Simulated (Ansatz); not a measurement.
# Ta3F: the cost of one run

Computed with Ansatz 0.2.0 (DFT LDA, scalar-relativistic, plane waves, PAW, unless a step's input says otherwise).

2 further runs of the same task are left out: 2 set aside as unsound or not needed.

## 1. Starting point

It takes space group Fm-3m (No. 225, cubic). The conventional cell has a = 4.220 Å, b = 4.220 Å, c = 4.220 Å, α = 90.00°, β = 90.00°, γ = 90.00°. Ta (site symmetry m-3m) has 12 Ta at 2.98 Å as nearest neighbours.

Coordinates:

```cif
data_structure
_symmetry_space_group_name_H-M 'P 1'
_symmetry_Int_Tables_number 1
_cell_length_a 2.9840
_cell_length_b 2.9840
_cell_length_c 2.9840
_cell_angle_alpha 60.000
_cell_angle_beta 60.000
_cell_angle_gamma 60.000
_cell_volume 18.79
loop_
_atom_site_label
_atom_site_type_symbol
_atom_site_fract_x
_atom_site_fract_y
_atom_site_fract_z
_atom_site_occupancy
Ta1 Ta 0.00000 0.00000 0.00000 1
```

Source of the structure: the Crystallography Open Database.

## 8. Setting up the map

Atoms count from 1 in the order of the input.

F is moved over the surface cell; relaxed at each place: the height of the adsorbate's atoms; substrate rigid; the origin of the map has the adsorbate above Ta3.

The axes are (1) position of F4 along the first surface vector, from above Ta3: 6 values from 0.000 to 0.833, periodic; (2) position of F4 along the second surface vector, from above Ta3: 6 values from 0.000 to 0.833, periodic.

Relaxed at each point: the height of the adsorbate's atoms; substrate rigid. Points are written as (first, second).

The two vectors of the plane (Å): (2.928, 0.000, 0.000); (-1.464, 2.535, 0.000).

(The set-up runs are not shown.)

## 9. The run at (0/6, 0/6) of the map's two axes

File input.yaml:

```yaml
crystal:
  lattice:
    - [2.9275298913, 0.0, 0.0]
    - [-1.4637649457, 2.5353152562, 0.0]
    - [0.0, 0.0, 20.2806362924]
  atoms:
    - { symbol: Ta, position: [0.6666666667, 0.3333333333, 0.1972324705] }
    - { symbol: Ta, position: [0.3333333333, 0.6666666667, 0.3150945589] }
    - { symbol: Ta, position: [0.0, 0.0, 0.4329566472] }
    - { symbol: F, position: [0.0, 0.0, 0.5453791554] }
basis:
  ecutwfc: 420
kpoints:
  mp_grid: { grid: [9, 9, 1] }
hamiltonian:
  xc: lda
scf:
  occupations: { method: gaussian, width: 0.1 }
output:
  forces: true
  eigenvalues: true
relax:
  adjacent_minimum: "off"
  f_tol: 0.025
  max_steps: 16
  constraints: [{ sites: [0, 1, 2] }, { sites: [3], fix: xy }]
efield:
  axis: 3
  dipole_correction: true
  ramp_width: 0.04
```

Command:

```bash
> ansatz run input.yaml --threads 1 --pin off --max-ram 3072MiB --backend cpu --events-out ev --progress --plain --runs-dir out
```

**Question.** How long does this run take on 1 thread of Arm Neoverse V1, shared host, and how much memory does it need?

About 32 s, with a peak of 0.34 GiB.
